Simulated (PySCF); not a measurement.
# TlS: bond curves at several levels of theory

The task here is to estimate one member of a computed series from the others.

Program: PySCF 2.14.0. Level of theory: Tl x2c-TZVPPall, S x2c-TZVPPall, spin-free X2C with a Gaussian nucleus. These are calculated values, not measurements.

The first run:

Settings of the job:

```json
{
 "atoms": "Tl, S",
 "charge": "0",
 "basis": "Tl x2c-TZVPPall, S x2c-TZVPPall",
 "Hamiltonian": "spin-free X2C with a Gaussian nucleus",
 "basis functions": "125",
 "electrons treated": "97",
 "masses in u": "204.9744, 31.9721",
 "levels": "PBE0, PBE, r²SCAN, TPSS, MN15, PW91, LDA, ωB97M-V, HF, MP2, SCS-MP2, CCSD, CCSD(T)",
 "grid": "80 radial by 434 angular points",
 "occupations": "held fixed by the projection of orbital angular momentum",
 "dissociation limit": "Tl + S, each in its ground configuration",
 "starting distance in angstrom": "2.415",
 "values of 2S to try": "1, 3"
}
```

Run with:

```
> OMP_NUM_THREADS=2 python dia.py task.json out
```

Steps of the session up to this table: The job; First curve: PBE0; Other states along the same grid; PBE (GGA); r²SCAN; TPSS; MN15; PW91 (GGA); LDA (local density); ωB97M-V (range-separated hybrid); UHF (mean field); MP2 and coupled cluster.

One table of the session follows, with a row left open; its other results are not shown here.

Energy (eV) from each level's lowest point:

| R (Å) | UHF | UHF-MP2 | UHF-SCS-MP2 | UHF-CCSD | UHF-CCSD(T) |
| --- | --- | --- | --- | --- | --- |
| 2.224 | 0.881 | 0.755 | 0.825 | n/a | n/a |
| 2.327 | 0.412 | 0.331 | 0.377 | 0.370 | 0.368 |
| 2.431 | 0.146 | 0.101 | 0.127 | 0.122 | 0.121 |
| 2.508 | 0.042 | 0.021 | 0.033 | 0.031 | 0.030 |
| 2.586 | 0.000 | 0.000 | 0.000 | 0.000 | 0.000 |
| 2.664 | 0.004 | 0.024 | 0.013 | 0.015 | 0.016 |
| 2.767 | 0.063 | 0.108 | 0.083 | 0.088 | 0.089 |
| 2.896 | ? | ? | ? | ? | ? |
| 3.051 | 0.401 | 0.506 | 0.452 | 0.461 | 0.462 |
| 3.258 | 0.714 | 0.858 | 0.789 | n/a | n/a |

Q: Estimate the row for R (Å) = 2.896 from the others.

Worked estimate for «UHF». A straight line through the neighbours (2.767, 0.063) and (3.051, 0.401) gives 0.063 + (0.401 − 0.063) × (2.896 − 2.767) / (3.051 − 2.767) = 0.217; a parabola fitted to 4 rows on both sides gives 0.202.

**Answer.** UHF: 0.194; UHF-MP2: 0.268; UHF-SCS-MP2: 0.228; UHF-CCSD: 0.236; UHF-CCSD(T): 0.236. In «UHF» the line misses by +0.023 and the parabola by +0.008.
